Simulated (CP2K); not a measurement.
# In3Se: band structure with LDA

The system is In3Se.

```xyz
4
Lattice="4.8038 0.0000 0.0000 0.0000 4.8038 0.0000 0.0000 0.0000 4.8038" Properties=species:S:1:pos:R:3 pbc="T T T"
In    2.4019    2.4019    0.0000
In    2.4019    0.0000    2.4019
In    0.0000    2.4019    2.4019
Se    0.0000    0.0000    0.0000
```

The cell comes from a database or a generator and needn't be the stable form of this composition.

```yaml
Program: CP2K 2026.2
Task: band structure
Functional: LDA
Potentials_or_basis: GTH_POTENTIALS In GTH-PADE-q13, Se GTH-PADE-q6; TZVP-MOLOPT-PBE-GTH basis
Density_cutoff: 6123 eV
k_mesh: 6 × 6 × 6
Occupations: fermi-dirac, width 0.1 eV
Spin: no spin polarisation
SCF_solver: diagonalisation with k points
Quickstep_method: GPW
EPS_DEFAULT: 1.0E-9
EPS_SCF: 1.0E-6
MAX_SCF: 100
SCF_GUESS: ATOMIC
k_points_reduced_by_the_point_group: yes
Mesh_centred_on_Gamma: yes
CHOLESKY: OFF
EPS_EIGVAL: 1.0E-7
MIXING_METHOD: BROYDEN_MIXING
MIXING_ALPHA: 0.4
NBUFFER: 8
NGRIDS: 5
Basis_sets: In TZVP-MOLOPT-PBE-GTH-q13, Se TZVP-MOLOPT-PBE-GTH-q6
Potentials: In GTH-PADE-q13 of GTH_POTENTIALS, Se GTH-PADE-q6 of GTH_POTENTIALS
ADDED_MOS: "[14]"
Points_a_segment_of_the_path_NPOINTS: 6
Bands_added_on_the_path: 4
MPI_ranks: 3
REL_CUTOFF_Ry: 60 Ry
MIXING_BETA_1/bohr: 1.5 1/bohr
CUTOFF_of_the_grids: 450 Ry
```

```
Pressure               : -4.1 GPa
Band gap on the k mesh : none (metal or under the smearing width)
Mulliken charges       : In -0.06; Se +0.18 e
Hirshfeld charges      : In +0.07; Se -0.19 e
```

Levels at the corners of the path, in eV from the Fermi level:
```tsv
point	band 19	band 20	band 21	band 22	band 23	band 24	band 25	band 26	band 27	band 28
Γ	-3.23	-3.23	-2.37	-2.37	1.12	1.12	1.12	4.12	4.12	4.12
X	-2.40	-2.40	-1.85	-1.00	-0.12	-0.12	1.40	3.65	3.73	3.73
M	-5.77	-1.89	-0.90	-0.73	-0.73	1.32	1.76	1.76	1.88	4.69
Γ	-3.23	-3.23	-2.37	-2.37	1.12	1.12	1.12	4.12	4.12	4.12
R	-4.46	-4.14	-4.14	-4.14	-3.20	2.97	2.97	2.97	7.84	7.84
X	-2.40	-2.40	-1.85	-1.00	-0.12	-0.12	1.40	3.65	3.73	3.73
M	-5.77	-1.89	-0.90	-0.73	-0.73	1.32	1.76	1.76	1.88	4.69
R	-4.46	-4.14	-4.14	-4.14	-3.20	2.97	2.97	2.97	7.84	7.84
```

Run time: 24 s on 3 MPI ranks on Arm Neoverse V2, on a shared host.

Caveat: Mulliken charges move with the basis; spin-orbit coupling is left out, which moves the levels of the heavy elements; the basis of atomic orbitals isn't converged, which shifts pressures, moduli and gaps.
